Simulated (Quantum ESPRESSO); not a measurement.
# HfGe (P4/mmm) in Quantum ESPRESSO: single point with PBE

Aim: the single point of HfGe with PBE.

Everything below comes from runs of Quantum ESPRESSO 7.5. Logs are shortened: lines on timing, memory, paths and dates and some standing lists are left out, and cuts for length are marked.

### Step 1. The structure

The structure is tetragonal, space group P4/mmm (No. 123). Conventional cell: a = 3.220 Å, b = 3.220 Å, c = 4.108 Å, α = 90.00°, β = 90.00°, γ = 90.00°. Hf (site symmetry 4/mmm) has 4 Ge at 2.28 Å as nearest neighbours. Ge (site symmetry 4/mmm) has 4 Hf at 2.28 Å as nearest neighbours.

The cell was built by a generator and needn't be a form met in nature.

### Step 2. Single point, PBE

Contents of run.py:

```python
import numpy as np
from ase.calculators.espresso import Espresso, EspressoProfile
from ase.io import read

atoms = read('POSCAR')

input_data = {
    'control': {'calculation': 'scf', 'prefix': 'pwscf', 'outdir': './tmp', 'tprnfor': True, 'tstress': True, 'disk_io': 'nowf'},
    'system': {'ecutwfc': 60.0, 'ecutrho': 440.0, 'nbnd': 20, 'occupations': 'smearing', 'smearing': 'fd', 'degauss': 0.00367493},
    'electrons': {'conv_thr': 4e-10, 'electron_maxstep': 120, 'mixing_beta': 0.5},
}
pseudopotentials = {'Hf': 'Hf-sp.oncvpsp.upf', 'Ge': 'ge_pbe_v1.4.uspp.F.UPF'}
profile = EspressoProfile(command='pw.x', pseudo_dir='pseudo')
dft = Espresso(profile=profile, input_data=input_data, pseudopotentials=pseudopotentials, kpts=(8, 8, 7), koffset=(0, 0, 0))
atoms.calc = dft

print(f'energy {atoms.get_potential_energy():.8f} eV')
print('forces (eV/A)')
print(np.round(atoms.get_forces(), 6))
print('stress (eV/A^3, Voigt)')
print(np.round(atoms.get_stress(), 8))
print(f'Fermi level {dft.get_fermi_level():.4f} eV')
```

Contents of POSCAR:

```
HfGe
1.0
    3.2196660000      0.0000000000      0.0000000000
    0.0000000000      3.2196660000      0.0000000000
    0.0000000000      0.0000000000      4.1084277000
Hf Ge
1 1
Direct
    0.5000000000      0.5000000000      0.0000000000
    0.0000000000      0.0000000000      0.0000000000
```

Potentials or basis: SSSP 1.3 efficiency PBE.

Launch:

```
> OMP_NUM_THREADS=1 python run.py
```

Standard output:

```text
energy -4437.91293207 eV
forces (eV/A)
[[0. 0. 0.]
 [0. 0. 0.]]
stress (eV/A^3, Voigt)
[-0.58483335 -0.58483335  0.00984357 -0.         -0.         -0.        ]
Fermi level 11.4974 eV
```

espresso.pwi:

```text
&CONTROL
   calculation      = 'scf'
   tstress          = .true.
   tprnfor          = .true.
   outdir           = './tmp'
   prefix           = 'pwscf'
   disk_io          = 'nowf'
   pseudo_dir       = 'pseudo'
/
&SYSTEM
   nbnd             = 20
   ecutwfc          = 60.0
   ecutrho          = 440.0
   occupations      = 'smearing'
   degauss          = 0.00367493
   smearing         = 'fd'
   ntyp             = 2
   nat              = 2
   ibrav            = 0
/
&ELECTRONS
   electron_maxstep = 120
   conv_thr         = 4e-10
   mixing_beta      = 0.5
/
&IONS
/
&CELL
/
&FCP
/
&RISM
/
ATOMIC_SPECIES
Hf 178.49 Hf-sp.oncvpsp.upf
Ge 72.63 ge_pbe_v1.4.uspp.F.UPF

K_POINTS automatic
8 8 7  0 0 0

CELL_PARAMETERS angstrom
3.21966600000000 0.00000000000000 0.00000000000000
0.00000000000000 3.21966600000000 0.00000000000000
0.00000000000000 0.00000000000000 4.10842770000000

ATOMIC_POSITIONS angstrom
Hf 1.6098330000 1.6098330000 0.0000000000  
Ge 0.0000000000 0.0000000000 0.0000000000
```

espresso.pwo:

```text
This program is part of the open-source Quantum ESPRESSO suite
     for quantum simulation of materials; please cite
         "P. Giannozzi et al., J. Phys.:Condens. Matter 21 395502 (2009);
         "P. Giannozzi et al., J. Phys.:Condens. Matter 29 465901 (2017);
         "P. Giannozzi et al., J. Chem. Phys. 152 154105 (2020);
     in publications or presentations arising from this work. More details at

Warning: card &CELL ignored
Warning: card &FCP ignored
Warning: card &RISM ignored

     Message from routine setup:
     using ibrav=0 with symmetry is DISCOURAGED, use correct ibrav instead

     G-vector sticks info
     --------------------
     sticks:   dense  smooth     PW     G-vecs:    dense   smooth      PW
     Sum        1305     709    221                44835    18051    3089

     Using Slab Decomposition

     bravais-lattice index     =            0
     lattice parameter (alat)  =       6.0843  a.u.
     unit-cell volume          =     287.4047 (a.u.)^3
     number of atoms/cell      =            2
     number of atomic types    =            2
     number of electrons       =        26.00
     number of Kohn-Sham states=           20
     kinetic-energy cutoff     =      60.0000  Ry
     charge density cutoff     =     440.0000  Ry
     scf convergence threshold =      4.0E-10
     mixing beta               =       0.5000
     number of iterations used =            8  plain     mixing
     Exchange-correlation=  SLA  PW   PBX  PBC
                           (   1   4   3   4   0   0   0)

     celldm(1)=   6.084287  celldm(2)=   0.000000  celldm(3)=   0.000000
     celldm(4)=   0.000000  celldm(5)=   0.000000  celldm(6)=   0.000000

     crystal axes: (cart. coord. in units of alat)
               a(1) = (   1.000000   0.000000   0.000000 )
               a(2) = (   0.000000   1.000000   0.000000 )
               a(3) = (   0.000000   0.000000   1.276042 )

     reciprocal axes: (cart. coord. in units 2 pi/alat)
               b(1) = (  1.000000  0.000000  0.000000 )
               b(2) = (  0.000000  1.000000  0.000000 )
               b(3) = (  0.000000  0.000000  0.783674 )

     PseudoPot. # 1 for Hf read from file:
     Hf-sp.oncvpsp.upf
     Pseudo is Norm-conserving + core correction, Zval = 12.0
     Generated using ONCVPSP code by D. R. Hamann
     Using radial grid of 1656 points,  8 beta functions with:
                l(1) =   0
                l(2) =   0
                l(3) =   1
                l(4) =   1
                l(5) =   2
                l(6) =   2
                l(7) =   3
                l(8) =   3

     PseudoPot. # 2 for Ge read from file:
     ge_pbe_v1.4.uspp.F.UPF
     Pseudo is Ultrasoft + core correction, Zval = 14.0
     Generated by new atomic code, or converted to UPF format
     Using radial grid of  873 points,  6 beta functions with:
                l(1) =   0
                l(2) =   0
                l(3) =   1
                l(4) =   1
                l(5) =   2
                l(6) =   2
     Q(r) pseudized with  8 coefficients,  rinner =    1.400   1.400   1.400
                                                       1.400   1.400

     atomic species   valence    mass     pseudopotential
     Hf               12.00   178.49000     Hf( 1.00)
     Ge               14.00    72.63000     Ge( 1.00)

     16 Sym. Ops., with inversion, found

   Cartesian axes

     site n.     atom                  positions (alat units)
         1        Hf     tau(   1) = (   0.5000000   0.5000000   0.0000000  )
         2        Ge     tau(   2) = (   0.0000000   0.0000000   0.0000000  )

     number of k points=    60  Fermi-Dirac smearing, width (Ry)=  0.0037
                       cart. coord. in units 2pi/alat
        k(    1) = (   0.0000000   0.0000000   0.0000000), wk =   0.0044643
        k(    2) = (   0.0000000   0.0000000   0.1119534), wk =   0.0089286
        k(    3) = (   0.0000000   0.0000000   0.2239067), wk =   0.0089286
        k(    4) = (   0.0000000   0.0000000   0.3358601), wk =   0.0089286
        k(    5) = (   0.0000000   0.1250000   0.0000000), wk =   0.0178571
        k(    6) = (   0.0000000   0.1250000   0.1119534), wk =   0.0357143
[... 52 lines left out ...]
        k(   59) = (  -0.5000000  -0.5000000   0.2239067), wk =   0.0089286
        k(   60) = (  -0.5000000  -0.5000000   0.3358601), wk =   0.0089286

     Dense  grid:    44835 G-vectors     FFT dimensions: (  45,  45,  54)

     Smooth grid:    18051 G-vectors     FFT dimensions: (  32,  32,  40)

     Initial potential from superposition of free atoms

     starting charge      25.9973, renormalised to      26.0000
     Starting wfcs are   19 randomized atomic wfcs +    1 random wfcs

     Self-consistent Calculation

     iteration #  1     ecut=    60.00 Ry     beta= 0.50
     Davidson diagonalization with overlap
     ethr =  1.00E-02,  avg # of iterations =  4.9

     total energy              =    -326.15126906 Ry
     estimated scf accuracy    <       0.28815031 Ry

     iteration #  2     ecut=    60.00 Ry     beta= 0.50
     Davidson diagonalization with overlap
     ethr =  1.11E-03,  avg # of iterations =  2.6

     total energy              =    -326.17821579 Ry
     estimated scf accuracy    <       0.01337288 Ry

     iteration #  3     ecut=    60.00 Ry     beta= 0.50
     Davidson diagonalization with overlap
     ethr =  5.14E-05,  avg # of iterations =  4.2
[... 36 lines left out ...]
     total energy              =    -326.18061278 Ry
     estimated scf accuracy    <       0.00000002 Ry

     iteration #  9     ecut=    60.00 Ry     beta= 0.50
     Davidson diagonalization with overlap
     ethr =  9.06E-11,  avg # of iterations =  3.7

     total energy              =    -326.18061279 Ry
     estimated scf accuracy    <          3.0E-09 Ry

     iteration # 10     ecut=    60.00 Ry     beta= 0.50
     Davidson diagonalization with overlap
     ethr =  1.14E-11,  avg # of iterations =  2.0

     End of self-consistent calculation

          k = 0.0000 0.0000 0.0000 (  2291 PWs)   bands (ev):

   -49.5489 -18.6629 -18.2763 -18.2763 -12.2358 -12.1369 -12.0277 -11.9893
   -11.9893   0.6483   9.9570  10.0623  11.5065  15.0136  15.0136  15.0675
    15.6847  15.6847  20.8265  22.7819

          k = 0.0000 0.0000 0.1120 (  2275 PWs)   bands (ev):

   -49.5488 -18.6681 -18.2760 -18.2760 -12.2358 -12.1369 -12.0270 -11.9895
   -11.9895   0.7154   9.5155   9.9782  12.0972  14.8657  14.8657  15.0726
    15.7888  15.7888  21.2981  22.4160

          k = 0.0000 0.0000 0.2239 (  2247 PWs)   bands (ev):

   -49.5486 -18.6797 -18.2753 -18.2753 -12.2358 -12.1368 -12.0257 -11.9898
   -11.9898   0.8745   8.7116  10.0269  13.1462  14.6162  14.6162  15.0841
    15.9453  15.9453  20.8245  22.7771
[... 307 lines left out ...]
          k = 0.3750-0.5000 0.2239 (  2254 PWs)   bands (ev):

   -49.5103 -18.7299 -18.6567 -18.5962 -12.1414 -12.0086 -12.0083 -12.0072
   -11.9908   3.0854  10.1079  10.3154  11.4173  11.8074  13.7389  14.1781
    17.9265  19.2277  20.3072  21.0285

          k = 0.3750-0.5000 0.3359 (  2234 PWs)   bands (ev):

   -49.5102 -18.7289 -18.6558 -18.6039 -12.1413 -12.0088 -12.0085 -12.0077
   -11.9898   3.1646  10.0057  10.3591  11.3677  11.4632  13.7005  15.0419
    17.4701  18.1073  20.2120  22.0876

          k =-0.5000-0.5000 0.0000 (  2252 PWs)   bands (ev):

   -49.5079 -18.7027 -18.7027 -18.5741 -12.1846 -12.0117 -12.0117 -12.0108
   -12.0048   2.7187  11.0272  11.0272  12.2872  12.2872  12.5309  14.2527
    18.0903  18.0940  18.8305  20.4642

          k =-0.5000-0.5000 0.1120 (  2240 PWs)   bands (ev):

   -49.5078 -18.7021 -18.7021 -18.5783 -12.1846 -12.0120 -12.0120 -12.0102
   -12.0048   2.7558  11.0326  11.0326  12.1638  12.1638  12.8574  13.7075
    18.0868  18.0969  19.6151  20.8715

          k =-0.5000-0.5000 0.2239 (  2240 PWs)   bands (ev):

   -49.5076 -18.7009 -18.7009 -18.5878 -12.1846 -12.0127 -12.0127 -12.0089
   -12.0048   2.8422  11.0464  11.0464  11.9083  11.9083  12.8086  13.8031
    18.0488  18.1033  20.8691  21.0433

          k =-0.5000-0.5000 0.3359 (  2240 PWs)   bands (ev):

   -49.5075 -18.7000 -18.7000 -18.5954 -12.1845 -12.0132 -12.0132 -12.0078
   -12.0048   2.9148  11.0600  11.0600  11.7196  11.7196  12.2440  15.1578
    17.6788  18.1085  18.8834  21.9637

     the Fermi energy is    11.4974 ev

!    total energy              =    -326.18061279 Ry
     estimated scf accuracy    <          3.1E-10 Ry
     smearing contrib. (-TS)   =      -0.00100667 Ry
     internal energy E=F+TS    =    -326.17960613 Ry

     The total energy is F=E-TS. E is the sum of the following terms:
     one-electron contribution =    -196.58999229 Ry
     hartree contribution      =     116.49564749 Ry
     xc contribution           =     -87.39137947 Ry
     ewald contribution        =    -158.69388185 Ry

     convergence has been achieved in  10 iterations

     Forces acting on atoms (cartesian axes, Ry/au):

     atom    1 type  1   force =     0.00000000    0.00000000    0.00000000
     atom    2 type  2   force =     0.00000000    0.00000000    0.00000000

     Total force =     0.000000     Total SCF correction =     0.000000

     Computing stress (Cartesian axis) and pressure

          total   stress  (Ry/bohr**3)                   (kbar)     P=      619.41
   0.00636964   0.00000000   0.00000000          937.01        0.00        0.00
   0.00000000   0.00636964   0.00000000            0.00      937.01        0.00
   0.00000000   0.00000000  -0.00010721            0.00        0.00      -15.77

=------------------------------------------------------------------------------=
   JOB DONE.
=------------------------------------------------------------------------------=
```

It took 45 s on 1 thread of Arm Neoverse V1, shared host; peak memory 0.25 GiB.

Results:

```yaml
Free_energy: -4437.9133 eV
Pressure: 61.9 GPa
Band_gap_on_the_k_mesh: none (metal or under the smearing width)
```

Caveat: a pressure of tens of GPa on the cell as given is suspect, and the run, the potentials or the cell itself is likely at fault.

### Step 3. The reference run

An earlier run on the cell as given: functional PBE; potentials or basis SSSP 1.3 efficiency PBE; cutoff 816 eV; density cutoff 5987 eV; k mesh 8 × 8 × 7; occupations fermi-dirac, width 0.05 eV; no spin polarisation.

- Pressure: 61.9 GPa
- Band gap on the k mesh: none (metal or under the smearing width)
